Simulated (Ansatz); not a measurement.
# SiGeH (sextet): wave-function methods side by side, cc-pVTZ

An exercise on one series of results from a longer session: the logs are not shown, and one member is left open.

The runs use Ansatz 0.2.0, Gaussian basis; cc-pVTZ, core rule «outside noble gas», up to 19 orbitals frozen.

The runs, in order: UHF; CCSD(T) on ROHF; CCSD(T) on UHF; BCCD(T) on ROHF; CCSDT(Q) on ROHF; CCSDT(Q) on UHF; CASSCF and MRCISD+Q, 9 electrons in 9 orbitals; CASSCF and NEVPT2, 9 electrons in 9 orbitals.

5 further runs of the same task are left out: 5 set aside as unsound or not needed.

## The geometry

The geometry is a PBE0/def2-TZVP stationary point (not a proven minimum) of the parent state, kept for this charge and spin. No spin-orbit coupling is included. The filled d shell of Ge may be among the frozen orbitals whatever the setting's name suggests; the logs give the count.

3 atoms, charge 0, spin multiplicity 6.

Atoms are counted from 1 here; the program's logs count them from 0.

Bond lengths: Si1–Ge2 2.393 Å, Si1–H3 1.522 Å. Angles: Ge2–Si1–H3 111.0°.

As a file:

```
atom    x (Å)     y (Å)     z (Å)
 Si1  0.00000  -0.10310   1.70005
 Ge2  0.00000   0.02200  -0.68950
  H3  0.00000   1.28741   2.31989
```

Set-up of the first run:

File in.yaml:

```yaml
crystal:
  periodic: [false, false, false]
  atoms:
    - {symbol: Si, position_ang: [0.000000, -0.103104, 1.700052]}
    - {symbol: Ge, position_ang: [0.000000, 0.022000, -0.689498]}
    - {symbol: H, position_ang: [0.000000, 1.287411, 2.319887]}
basis:
  gaussian: {orbitals: cc-pVTZ}
magnetization: {spin_polarized: true, initial_magnetization: 5}
hamiltonian: {xc: hf}
output: {orbitals: {seedname: orbitals}}
```

Run with:

```sh
ansatz run in.yaml --threads 1 --pin off --events-out ev --progress --plain --max-ram 4096MiB --backend cpu
```

Among the steps run: UHF; CCSD(T) on ROHF; CCSD(T) on UHF; BCCD(T) on ROHF; CCSDT(Q) on ROHF; CCSDT(Q) on UHF; CASSCF and MRCISD+Q, 9 electrons in 9 orbitals; CASSCF and NEVPT2, 9 electrons in 9 orbitals.

One table of the session follows, with a row left open; its other results are not shown here.

```
          method  from RCCSDT(Q) (meV)
            ROHF               +4554.1
             UHF               +4443.5
            RMP2               +1022.4
            UMP2               +1007.5
           RCCSD                +244.0
           UCCSD                +218.3
        RCCSD(T)                 +50.0
        UCCSD(T)                 +27.6
         BCCD(T)                 +47.9
          RCCSDT                     ?
          UCCSDT                 -13.5
       RCCSDT(Q)                     0
       UCCSDT(Q)                 -23.0
  CASSCF valence               +3699.6
  NEVPT2 valence               +1001.7
  MRCISD valence                +368.4
MRCISD+Q valence                 +92.6
```

Q: Estimate the row for RCCSDT from the others.

The run gave: from RCCSDT(Q) (meV): +9.5. In the column «from RCCSDT(Q) (meV)» it lies between RCCSDT(Q) (0) and UCCSD(T) (+27.6).

Caveats from the session: Restricted and unrestricted rows rest on different reference determinants; where their highest levels disagree by more than a few hundredths of an eV, they describe different states and don't form one ladder.
